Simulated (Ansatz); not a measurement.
**Al₂Zn: a line through an energy map**

One table from this session's results is given with a row withheld; the runs are named, their logs left out.

Program: Ansatz 0.2.0. Level of theory: DFT PBEsol, scalar-relativistic, plane waves, PAW. These are calculated values, not measurements.

18 further runs of the same task are left out: 1 for a known fault of the program, 17 set aside as unsound or not needed.

### The starting structure

It takes space group P-3m1 (No. 164, trigonal). The conventional cell has a = 2.795 Å, b = 2.795 Å, c = 6.915 Å, α = 90.00°, β = 90.00°, γ = 120.00°. Al (site symmetry 3m) has 3 Zn at 2.79 Å and 9 Al at 2.79 to 2.86 Å as nearest neighbours. Zn (site symmetry -3m) is surrounded by 6 Al at 2.79 Å and 6 Zn at 2.79 Å.

Structure file:

```
CELL_PARAMETERS angstrom
2.79477 0.00000 0.00000
-1.39739 2.42034 0.00000
0.00000 0.00000 6.91483
ATOMIC_POSITIONS crystal
Al 0.33333 0.66667 0.32908
Al 0.66667 0.33333 0.67092
Zn 0.00000 0.00000 0.00000
```

It goes back to an entry of the Materials Project, which need not be the stable form.

This cell was relaxed beforehand with the same method: volume 15.59 Å³/atom, gap on the mesh none (metal).

### Plan of the line

The energy is mapped over volume and the cell's shape.

First coordinate, volume per atom: 7 values from 13.10 to 18.09 Å³. Second coordinate, c/a of the conventional cell: 7 values from 2.062 to 2.968.

Nothing else is relaxed (fractional coordinates fixed). Energies count from the relaxed crystal. Points are written as (first, second).

Set-up of the first run:

input.yaml

```yaml
crystal:
  lattice:
    - [2.6908481219, 0.0, 0.0]
    - [-1.345424061, 2.3303428313, 0.0]
    - [0.0, 0.0, 6.2659089367]
  atoms:
    - { symbol: Al, position: [0.3333333333, 0.6666666667, 0.3290843613] }
    - { symbol: Al, position: [0.6666666667, 0.3333333333, 0.6709156387] }
    - { symbol: Zn, position: [0.0, 0.0, 0.0] }
basis:
  ecutwfc: 520.0
kpoints:
  mp_grid: { grid: [18, 18, 6] }
hamiltonian:
  xc: pbesol
scf:
  occupations: { method: gaussian, width: 0.15 }
output:
  forces: true
  stress: true
  eigenvalues: true
```

Started as:

```sh
> ansatz run input.yaml --threads 1 --pin off --max-ram 2048MiB --backend cpu --events-out ev --progress --plain --runs-dir out
```

Steps of the session up to this table: Grid point (13.10 Å³, 2.329); Grid point (13.93 Å³, 2.329); Grid point (14.76 Å³, 2.329); The run at (15.59 Å³, 2.329); The run at (16.42 Å³, 2.329); The run at (17.25 Å³, 2.329).

One table of the session follows, with a row left open; its other results are not shown here.

```
volume per atom (Å³)  energy (meV/atom)  slope (meV/atom per Å³)  pressure (GPa)  largest force on an atom (eV/Å)
               13.10                148                     −137            22.0                            0.027
               13.93                 60                      −77            12.4                            0.011
               14.76                 15                      −33             5.3                            0.001
               15.59                  ?                        ?               ?                                ?
               16.42                 12                       24            −3.8                            0.007
               17.25                 40                       41            −6.6                            0.010
               18.09                 80                       54            −8.6                            0.013
```

Q: Estimate the row for volume per atom (Å³) = 15.59 from the others.

Worked estimate for «energy (meV/atom)». A straight line through the neighbours (14.76, 15) and (16.42, 12) gives 15 + (12 − 15) × (15.59 − 14.76) / (16.42 − 14.76) = 13.5; a parabola fitted to 4 rows on both sides gives 1.3.

**Answer.** energy (meV/atom): 2.1; slope (meV/atom per Å³): 0; pressure (GPa): 0.1; largest force on an atom (eV/Å): 0.004. In «energy (meV/atom)» the line misses by +11.4 and the parabola by -0.8.

Energies count from the relaxed crystal. Rows without a step come from runs not printed here or follow by symmetry. Slopes come from the forces (and the stress, where the cell changes), not from differences of energies.

**Reading.** The lowest point of the line is at 15.59 Å³, 2.1 meV/atom from the zero. Energies and slopes round the minimum, fitted together, put the minimum at 15.600 Å³, with a curvature of about 34 meV/atom per (Å³)². V·d²E/dV² there is about 84 GPa, a bulk modulus under this line's constraint. The well is lopsided: two grid steps out, the energy rises by 58 meV/atom towards smaller values and 38 meV/atom towards larger ones. The highest point computed, at 13.10 Å³, lies 146 meV/atom above the lowest. This is one cut through a surface in two coordinates; the map's lowest point lies off it. A rigid map gives upper bounds: relaxing the other coordinates can only lower a point.
